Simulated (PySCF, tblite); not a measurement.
**C6H10OSSi: geometry, infrared bands and NMR shifts**

Wanted: the infrared bands and NMR shifts of C6H10OSSi (`C#C[C@@H]1C[S@@](=O)[C@@H]1[SiH2]C`), by calculation.

Computed with tblite 0.8.0 and PySCF 2.14.0, with density-fitted response routines of our own, on a single molecule in the gas phase. Atoms are numbered from 0 throughout.

## Step 1: Starting geometry

19 atoms, charge 0, multiplicity 1; geometry from: force field or distance geometry start.

Bonds of the start (Å): C0–C1 1.23, C1–C2 1.46, C2–C3 1.54, C3–S4 1.80, S4–O5 1.52, S4–C6 1.77, C6–Si7 1.85, Si7–C8 1.87, C6–C2 1.48, C0–H9 1.05, C2–H10 1.11, C3–H11 1.11, C3–H12 1.11, C6–H13 1.12, Si7–H14 1.46, Si7–H15 1.47, C8–H16 1.11, C8–H17 1.12, C8–H18 1.10.

## Step 2: Optimising the geometry with GFN2-xTB

The job: settings as JSON, then the geometry in Å.

```
{"job": {"kind": "relax", "xc": "GFN2-xTB", "basis": "xTB"}, "charge": 0, "multiplicity": 1}
C     -1.101300    -2.258300    -0.791800
C     -1.207300    -1.241200    -0.112700
C     -1.324000    -0.051300     0.733700
C     -2.006100     1.104700    -0.030300
S     -0.450900     1.510500    -0.833300
O     -0.229000     3.013100    -0.781000
C     -0.081500     0.752100     0.719400
Si     1.528700    -0.147200     0.810100
C      2.149600    -0.693600    -0.872200
H     -1.051900    -3.127800    -1.385700
H     -1.820400    -0.222100     1.709900
H     -2.727500     0.778400    -0.809500
H     -2.379400     1.876600     0.678300
H     -0.105300     1.530200     1.530500
H      1.429000    -1.302000     1.698500
H      2.520300     0.787800     1.353900
H      1.308700    -0.858700    -1.578300
H      2.755200     0.139800    -1.309900
H      2.783300    -1.581800    -0.737000
```

Command:

```bash
> OMP_NUM_THREADS=1 python probes_run.py task.json out
```

The driver reads the jobs from task.json and runs them one after another.

**Question.** This job is followed by: GFN2-xTB harmonic vibrations, gas phase; GIAO PBE0/pcSseg-1 NMR shielding, non-relativistic, gas phase. Predict these results of the whole session: strongest single infrared mode (GFN2-xTB); zero-point energy (GFN2-xTB); 13C shifts against TMS (PBE0/pcSseg-1); 1H shifts against TMS (PBE0/pcSseg-1, means over atoms taken as alike); 33S shifts against CS2 (PBE0/pcSseg-1); 17O shifts against H2O (PBE0/pcSseg-1); 29Si shifts against TMS (PBE0/pcSseg-1); surface potential, 1st and 99th percentile.

The runs gave:

| quantity | value |
| --- | --- |
| strongest single infrared mode (GFN2-xTB) | 2238 cm⁻¹, 427 km/mol |
| zero-point energy (GFN2-xTB) | 86.4 kcal/mol |
| 13C shifts against TMS (PBE0/pcSseg-1) | 91.6, 81.7, 67.3, 59.4, 21.0, -4.5 ppm |
| 1H shifts against TMS (PBE0/pcSseg-1, means over atoms taken as alike) | 4.41, 4.39, 3.60, 3.54, 3.29, 2.86, 1.91, 0.53 ppm |
| 33S shifts against CS2 (PBE0/pcSseg-1) | 365 ppm |
| 17O shifts against H2O (PBE0/pcSseg-1) | 148.8 ppm |
| 29Si shifts against TMS (PBE0/pcSseg-1) | -49.5 ppm |
| surface potential, 1st and 99th percentile | -1.94 V and 1.55 V |

**Reading.** Relaxing lowered the energy by 0.744 eV in 87 steps; the close pair that moved most is S4–C6, from 1.767 to 1.869 Å. All 51 modes are real, so the xTB geometry is a minimum. The strongest single mode, at 2238 cm⁻¹, moves mainly H14 and H15. GFN2-xTB is a fitted tight-binding method: band positions and strengths are rough. Its intensities can rank the bands wrongly. At PBE0/pcSseg-1: The widest tensor belongs to O5: span 524 ppm, with a paramagnetic part of -206 ppm.
